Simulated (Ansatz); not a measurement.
# CuN: the cost of one run

Program: Ansatz 0.2.0, Gaussian basis. Level of theory: def2-QZVPP, core rule «outside noble gas», up to 10 orbitals frozen. These are calculated values, not measurements.

Plan: UHF; ROHF; CCSD(T) on UHF.

2 further runs of the same task are left out: 2 set aside as unsound or not needed.

### Step 1. What is computed

The geometry is a PBE0/def2-TZVP stationary point (not a proven minimum) of the parent state, kept for this charge and spin.

2 atoms, charge 1, spin multiplicity 4.

Atoms are counted from 1 here; the program's logs count them from 0.

Bond lengths: Cu1–N2 1.810 Å.

As a file:

```csv
atom,x (Å),y (Å),z (Å)
Cu1,0.0000,0.0000,0.0000
N2,0.0000,0.0000,1.8102
```

### Step 2. UHF

in.yaml

```yaml
crystal:
  periodic: [false, false, false]
  atoms:
    - {symbol: Cu, position_ang: [0.000000, 0.000000, 0.000000]}
    - {symbol: N, position_ang: [0.000000, 0.000000, 1.810200]}
basis:
  gaussian: {orbitals: "def2-QZVPP.json"}
total_charge: 1
magnetization: {spin_polarized: true, initial_magnetization: 3}
hamiltonian: {xc: hf}
output: {orbitals: {seedname: orbitals}}
```

Run with:

```sh
$ ansatz run in.yaml --threads 1 --pin off --events-out ev --progress --plain --max-ram 4096MiB --backend cpu
```

What time and memory should one allow on 1 thread of AMD EPYC 7R13, shared host?

About 8 s, with a peak of 0.36 GiB.
